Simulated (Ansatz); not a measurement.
# UBHLYP/STO-3G run of AlHBr (SMILES [AlH][Br])

Aim: the electronic atomisation energy of AlHBr at UBHLYP/STO-3G, from 4 runs. 

The results are computed with Ansatz 0.2.0.

59 further runs of the same task are left out: 10 that didn't finish, 49 set aside as unsound or not needed.

## (1) The structure to begin with

AlHBr: 3 atoms, total charge 0, spin state doublet. As SMILES, `[AlH][Br]`. The coordinates come from a PBE0-D4/def2-TZVP relaxation.

Bond lengths: Al1–Br2 2.275 Å, Al1–H3 1.602 Å. Angles: Br2–Al1–H3 115.7°.

## (2) A single-point energy at UBHLYP/STO-3G

input.yaml

```yaml
crystal:
  periodic: [false, false, false]
  atoms:
    - {symbol: Al, position_ang: [-0.296700, -0.628000, -0.239100]}
    - {symbol: Br, position_ang: [1.584500, 0.008600, 0.871100]}
    - {symbol: H, position_ang: [-1.298900, 0.554600, -0.645300]}
basis:
  gaussian: {orbitals: STO-3G}
magnetization: {spin_polarized: true, initial_magnetization: 1}
hamiltonian: {xc: {name: BHLYP}}
accuracy: high
```

On the command line:

```
ansatz run input.yaml --threads 1 --pin off --max-ram 2610MiB --events-out events.jsonl --progress --plain --runs-dir runs
```

Output:

```text
Warning: RAYON_NUM_THREADS=1 ignored (pool sized by the plan → 1); use --threads N
Functional definition: BHLYP
  name "BHLYP"
  parameter a = 0.5
  exchange = (1 - a)*b88_x + a*exact_x
  correlation = lyp_c
390 factors; integrals over basis functions are off by at most 1.2e-8 eV
mean field evaluation 1: about -75815.2486 eV, gradient 1.1e1 eV
mean field evaluation 2: about -75816.4066 eV, gradient 5.4e0 eV
mean field evaluation 4: about -75816.6898 eV, gradient 1.5e-1 eV
mean field evaluation 8: about -75816.6905 eV, gradient 3.2e-3 eV
mean field evaluation 16: about -75816.6905 eV, gradient 2.0e-7 eV
mean field -75816.69047625 eV, -2786.2119846035 hartree, gradient 4.0e-8 eV, S^2 0.754865; 0 other end points of the search recorded, 0 dependent functions left out
reference -75816.69049365 eV, -2786.2119852432 hartree; 25, 24 occupied and 3, 4 virtual orbitals, 390 factors
Total energy: -75816.69049365 eV, -2786.2119852432 hartree
```

Run time: 2 s. Hardware: 1 thread of Arm Neoverse V1, shared host; peak memory 0.13 GiB.

## (3) The Al atom at the same level

in.yaml

```yaml
basis:
  gaussian: {orbitals: STO-3G}
crystal:
  periodic: [false, false, false]
  atoms:
    - {symbol: Al, position_ang: [0.000000, 0.000000, 0.000000]}
magnetization: {spin_polarized: true, initial_magnetization: 1}
hamiltonian: {xc: {name: BHLYP}}
accuracy: high
```

Run the same way, it converges to -239.33024 Eh (log not shown).

## (4) The Br atom

run.yaml

```yaml
crystal:
  periodic: [false, false, false]
  atoms:
    - {symbol: Br, position_ang: [0.000000, 0.000000, 0.000000]}
basis:
  gaussian: {orbitals: STO-3G}
magnetization: {spin_polarized: true, initial_magnetization: 1}
hamiltonian: {xc: {name: BHLYP}}
accuracy: high
```

Run the same way, it converges to -2546.06948 Eh (log not shown).

## (5) The H atom at the same level

run.yaml

```yaml
crystal:
  periodic: [false, false, false]
  atoms:
    - {symbol: H, position_ang: [0.000000, 0.000000, 0.000000]}
basis:
  gaussian:
    orbitals: STO-3G
magnetization:
  spin_polarized: true
  initial_magnetization: 1
hamiltonian:
  xc: {name: BHLYP}
accuracy: high
```

On the command line:

```
ansatz run run.yaml --threads 1 --pin off --max-ram 2610MiB --events-out events.jsonl --progress --plain --runs-dir runs
```

Output, cut to the lines that bear on the results:

```text
Warning: RAYON_NUM_THREADS=1 ignored (pool sized by the plan → 1); use --threads N
[... 5 set-up lines as earlier in the session ...]
1 factors; integrals over basis functions are off by at most 4.6e-10 eV
mean field evaluation 1: about -12.6441 eV, gradient 0.0e0 eV
mean field evaluation 2: about -12.6441 eV, gradient 0.0e0 eV
mean field -12.64407579 eV, -0.4646612147 hartree, gradient 0.0e0 eV, S^2 0.750000; 0 other end points of the search recorded, 0 dependent functions left out
reference -12.64408485 eV, -0.4646615477 hartree; 1, 0 occupied and 0, 1 virtual orbitals, 1 factors
Total energy: -12.64408485 eV, -0.4646615477 hartree
```

Run time: 0.08 s. Hardware: 1 thread of Arm Neoverse V1, shared host.

## (6) Summary of results

At UBHLYP/STO-3G:

```
                     quantity           value
       molecule: total energy  -2786.21199 Eh
               molecule: ⟨S²⟩           0.755
        Al atom: total energy   -239.33024 Eh
                Al atom: ⟨S²⟩           0.750
        Br atom: total energy  -2546.06948 Eh
                Br atom: ⟨S²⟩           0.750
         H atom: total energy     -0.46466 Eh
                 H atom: ⟨S²⟩           0.750
electronic atomisation energy        9.459 eV
```

In words: Taking the molecule apart into free atoms costs 9.46 eV (218 kcal/mol), before zero-point energy and without spin-orbit coupling. In a minimal basis such a difference can be off by several eV, whatever the method.
